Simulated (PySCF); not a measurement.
# C3H5ClN2Si: the cost of one run

The runs use PySCF 2.14.0, with density-fitted response routines of our own; the level of theory stands in each step. All values are computed, except where a source is named. Atoms are numbered from 0 throughout.

### Step 1. The starting structure

12 atoms, charge 0, multiplicity 1; geometry from: GFN2-xTB. The atoms were then displaced at random by about 0.01 Å, so the start is not that level's minimum.

Bonds of the start (Å): Si0–C1 1.90, C1–C2 1.37, C2–N3 1.32, N3–C4 1.35, C4–Cl5 1.70, C4–N6 1.31, N6–C1 1.37, Si0–H7 1.48, Si0–H8 1.43, Si0–H9 1.47, C2–H10 1.07, N3–H11 1.03.

### Step 2. Geometry optimisation at PBE0-D3(BJ)/def2-SVP

Job settings and geometry (Å):

```
{"job": {"xc": "PBE0", "basis": "def2-SVP", "d3": "d3bj", "grid": 1, "shake": 0.01, "kind": "geom"}, "charge": 0, "multiplicity": 1}
Si     2.189370     0.288730     0.048950
C      0.303710     0.087810    -0.000140
C     -0.475150    -1.044330     0.018000
N     -1.729230    -0.638560    -0.028290
C     -1.728820     0.710640    -0.088400
Cl    -3.162290     1.628680    -0.156000
N     -0.509630     1.184260    -0.063900
H      2.629690     0.998120    -1.177210
H      2.741710    -1.028740     0.131270
H      2.546070     1.082000     1.239000
H     -0.186010    -2.076940     0.085020
H     -2.579740    -1.219930    -0.017320
```

The run is started by

```sh
OMP_NUM_THREADS=1 python probes_run.py task.json out
```

The driver reads the jobs from task.json and runs them one after another.

Q: Estimate the wall time and peak memory of this first job on 1 thread of Arm Neoverse V2, shared host.

About 74 s, with a peak of 0.56 GiB.
